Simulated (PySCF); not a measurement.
# C8H10OSi: the cost of one run

Computed with PySCF 2.14.0 and routines of our own; the level stands in each step. Atoms count from 0.

## (1) The starting structure

20 atoms, charge 0, multiplicity 1; geometry from: GFN2-xTB.

## (2) Optimising the geometry at PBE0-D3(BJ)/def2-SVP

What the job is given:

```
{"job": {"xc": "PBE0", "basis": "def2-SVP", "d3": "d3bj", "grid": 2, "kind": "geom"}, "charge": 0, "multiplicity": 1}
C     -1.076176     2.179975    -0.183897
C     -1.024917     0.690492    -0.080225
C     -2.204104    -0.022090     0.108397
C     -2.213212    -1.402499     0.178501
C     -1.023970    -2.107256     0.073878
C      0.160350    -1.417578    -0.081574
C      0.181313    -0.025056    -0.166461
C      1.486216     0.647854    -0.333576
O      1.598718     1.753549    -0.832704
Si     3.103695    -0.207823     0.277371
H     -0.937727     2.481657    -1.221788
H     -0.275450     2.644252     0.387881
H     -2.035323     2.556863     0.164639
H     -3.134783     0.521582     0.192042
H     -3.146030    -1.929967     0.314295
H     -1.023122    -3.185983     0.119964
H      1.090706    -1.961518    -0.163388
H      3.545929    -1.158072    -0.745312
H      4.086252     0.854841     0.450418
H      2.836484    -0.902545     1.538504
```

Run with:

```
> OMP_NUM_THREADS=1 python excited_run.py task.json out
```

This one command runs all jobs of the session in turn.

**Question.** How long does this first job take on 1 thread of AMD EPYC 9R45, shared host, and how much memory does it need?

About 2.5 min, with a peak of 0.99 GiB.
